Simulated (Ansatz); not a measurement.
# CH₆BFSeSi, SMILES F[SiH2]CB[SeH]: vertical spin-state energies

Computed with Ansatz 0.2.0 through its Python package.

The cells in order, each with its output:

```python
import ansatz as az
```

```python
BASIS_SET = "cc-pVDZ"
XC = "HF"
```

```python
system = (
    az.Crystal.molecule()
    .atom("F", (-0.8606, -0.3219, 2.8628))
    .atom("Si", (-0.2312, 0.4738, 1.5046))
    .atom("C", (0.0142, -0.788, 0.1438))
    .atom("B", (0.7895, -0.0985, -1.1166))
    .atom("Se", (-0.3064, 1.2169, -2.2418))
    .atom("H", (1.0593, 1.0956, 1.8816))
    .atom("H", (-1.111, 1.5274, 1.0252))
    .atom("H", (0.7567, -1.5669, 0.5375))
    .atom("H", (-0.92, -1.2249, -0.0894))
    .atom("H", (1.7895, -0.4549, -1.4446))
    .atom("H", (-0.9147, 0.0844, -3.0425))
)
```

```python
calc = (
    system.calculation()
    .basis(gaussian=BASIS_SET)
    .functional(XC)
)
found = {}
for unpaired in [0, 2, 4]:
    r = calc.spin("collinear", total=unpaired).run(threads=1).report
    s = unpaired / 2
    found[unpaired] = r["free_energy_ev"]
    print(f"2S+1 = {unpaired + 1}: E = {found[unpaired]:.5f} eV, <S^2> = {abs(r['mean_field']['state']['spin_squared']):.3f} (pure state {s * (s + 1):.2f})")
lowest = min(found, key=found.get)
for unpaired, e in found.items():
    print(f"multiplicity {unpaired + 1}: {96.485332 * (e - found[lowest]):.1f} kJ/mol above the lowest")
```

    2S+1 = 1: E = -77668.97046 eV, <S^2> = 0.000 (pure state 0.00)
    2S+1 = 3: E = -77666.11798 eV, <S^2> = 2.018 (pure state 2.00)
    2S+1 = 5: E = -77660.04229 eV, <S^2> = 6.017 (pure state 6.00)
    multiplicity 1: 0.0 kJ/mol above the lowest
    multiplicity 3: 275.2 kJ/mol above the lowest
    multiplicity 5: 861.4 kJ/mol above the lowest

In order: multiplicity 1 (+0.00 eV), multiplicity 3 (+2.85 eV) and multiplicity 5 (+8.93 eV), all at the one geometry.

What to keep in mind:
- Total energies depend on the basis set; only differences at equal settings carry meaning.
- The geometry is a force-field or estimated start, not a minimum of this method, and the basis set is short of its limit. All parts are taken at fixed geometry, without zero-point energy.
- Hartree-Fock leaves correlation out, so it favours high-spin states too much.
- Run time: 40 s on 1 thread of Arm Neoverse V2, with other jobs on the host, peak memory 0.56 GiB.
